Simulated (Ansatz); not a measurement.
Run this with Ansatz 0.2.0, Python API and show what comes out.

The script, `energy_clh5o2si2.py`:
```python
from pathlib import Path
import argparse

import ansatz as az
import numpy as np
import pandas as pd

parser = argparse.ArgumentParser(description="Electronic structure of the ClH5O2Si2 molecule.")
parser.add_argument("--basis-set", required=True, help="Gaussian basis set")
parser.add_argument("--functional", required=True, help="exchange-correlation functional")
args = parser.parse_args()

GEOMETRY = """
O    -0.27230    1.62390   -0.87920
Si    0.29640    0.17310   -0.53330
O     1.91590    0.29940   -0.51180
Si   -0.53690   -0.76190    1.36440
Cl   -0.10780   -0.92560   -2.22570
H    -1.11260    1.67930   -1.45430
H     2.36120    0.79240   -1.23510
H    -2.05560   -0.83610    1.23460
H    -0.30850    0.05610    2.62360
H    -0.09680   -2.15160    1.61980
"""


def main() -> None:
    mol = az.Crystal.molecule()
    for line in GEOMETRY.strip().splitlines():
        symbol, *xyz = line.split()
        mol = mol.atom(symbol, [float(v) for v in xyz])

    job = (
        mol.calculation()
        .basis(gaussian=args.basis_set)
        .functional(args.functional)
        .forces()
        .orbitals()
    )
    out = job.run(threads=1, runs_dir="clh5o2si2_runs")
    rep = out.report

    for key in ("converged", "free_energy_ev", "reference_energy_ev", "n_frozen", "n_occupied", "n_virtual"):
        print(f"{key:22s} {rep[key]}")

    symbols = [site.symbol for site in mol.cartesian_sites]
    forces = np.array(rep["forces_ev_ang"])
    print("largest force", round(float(np.linalg.norm(forces, axis=1).max()), 4), "eV/A, rms", round(float(np.sqrt((forces ** 2).mean())), 4))

    charges = rep["charge_distribution"]
    table = pd.DataFrame({"atom": symbols, "mulliken": charges["mulliken_charges_e"], "lowdin": charges["lowdin_charges_e"]})
    print(table.round(3).to_string())
    print("dipole (e A):", np.round(charges["dipole_moment_e_ang"], 4) + 0.0)

    lines = Path(rep["orbitals_path"]).read_text().splitlines()
    field_of = lambda key: [line.split("=")[1].strip() for line in lines if line.startswith(key)]
    orbitals = [(27.211386 * float(e), s, float(n)) for e, s, n in zip(field_of("Ene="), field_of("Spin="), field_of("Occup="))]
    homo = max(e for e, _, n in orbitals if n > 0.5)
    lumo = min(e for e, _, n in orbitals if n < 0.5)
    print(f"HOMO {homo:.3f} eV, LUMO {lumo:.3f} eV, gap {lumo - homo:.3f} eV")


if __name__ == "__main__":
    main()
```

```console
$ python energy_clh5o2si2.py --basis-set def2-SVPD --functional r2SCAN
converged              True
free_energy_ev         -32441.396787932907
reference_energy_ev    -32441.396787932907
n_frozen               0
n_occupied             [33, 33]
n_virtual              [128, 128]
largest force 4.4022 eV/A, rms 1.0942
  atom  mulliken  lowdin
0    O    -0.685   0.024
1   Si     1.579  -0.333
2    O    -0.572   0.060
3   Si    -0.574   0.726
4   Cl    -0.599   0.431
5    H     0.244  -0.214
6    H     0.135  -0.257
7    H     0.155  -0.138
8    H     0.150  -0.141
9    H     0.166  -0.159
dipole (e A): [-0.1347  0.2206 -0.0599]
HOMO -7.797 eV, LUMO -0.979 eV, gap 6.818 eV
```

Total energies depend on the basis set; only differences at equal settings carry meaning. The geometry is a force-field or estimated start, not a minimum of this method, and the basis set is short of its limit. The Löwdin charges here are taken after orthogonalising the functions within each atom; they differ from plain Löwdin charges, and their signs can be unphysical. Levels such as HOMO and LUMO are orbital energies: with these approximate functionals they aren't the ionisation energy and electron affinity, and their gap isn't the fundamental gap. Hardware and time: 13 s on 1 thread of Arm Neoverse V2, on a shared host, peak memory 0.34 GiB.
